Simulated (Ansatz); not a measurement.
# CH₂BClFN: small, medium and large basis sets

How large a basis does CH₂BClFN need? Two functionals are run in growing sets.

The runs use Ansatz 0.2.0, Gaussian basis; one geometry, several basis sets.

The runs, in order: PBE0-D4/def2-SVP; ωB97M-V/def2-SVP; PBE0-D4/def2-QZVPP; ωB97M-V/def2-QZVPP; the functionals' def2-TZVPP values are taken from earlier runs.

## (1) Structure used throughout

The geometry comes from an earlier relaxation with PBE0-D4 in a triple-zeta def2 set; it is a stationary point, not always the lowest conformer.

SMILES `C=NB(F)Cl`, 7 atoms, charge 0, spin multiplicity 1.

Atoms are counted from 1 here; the program's logs count them from 0.

Bond lengths: C1–N2 1.243 Å, C1–H6 1.094 Å, C1–H7 1.097 Å, N2–B3 1.384 Å, B3–F4 1.326 Å, B3–Cl5 1.761 Å. Angles: N2–C1–H6 120.8°, N2–C1–H7 122.8°, H6–C1–H7 116.5°, C1–N2–B3 150.5°, N2–B3–F4 120.9°, N2–B3–Cl5 120.4°, F4–B3–Cl5 118.5°.

## (2) PBE0-D4 in def2-SVP

in.yaml

```yaml
crystal:
  periodic: [false, false, false]
  atoms:
    - {symbol: C, position_ang: [-1.254469, -0.403912, -0.023267]}
    - {symbol: N, position_ang: [-0.228868, 0.297316, -0.070989]}
    - {symbol: B, position_ang: [1.138186, 0.444628, 0.089691]}
    - {symbol: F, position_ang: [1.643006, 0.934741, 1.213512]}
    - {symbol: Cl, position_ang: [2.233548, 0.103533, -1.246231]}
    - {symbol: H, position_ang: [-2.226464, 0.005311, -0.315239]}
    - {symbol: H, position_ang: [-1.243639, -1.449717, 0.306723]}
basis:
  gaussian: {orbitals: def2-SVP}
hamiltonian: {xc: pbe0, dispersion: d4}
output: {orbitals: {seedname: orbitals}}
```

Run with:

```bash
$ ansatz run in.yaml --threads 2 --pin off --events-out ev --progress --plain --max-ram 4352MiB
```

Further steps of the session: ωB97M-V in def2-SVP; PBE0-D4 in def2-QZVPP; ωB97M-V in def2-QZVPP.

Before running them: what should the planned runs give, taken together? Wanted: PBE0-D4: double and triple zeta above quadruple; ωB97M-V: double and triple zeta above quadruple.

As calculated:

| quantity | value |
| --- | --- |
| PBE0-D4: double and triple zeta above quadruple | 11.81, 0.68 eV |
| ωB97M-V: double and triple zeta above quadruple | 11.90, 0.64 eV |

What this shows: PBE0-D4 gains 11.13 eV from double to triple zeta, then 0.68 eV more. Total energies overstate the basis error of differences, where much of it tends to cancel.
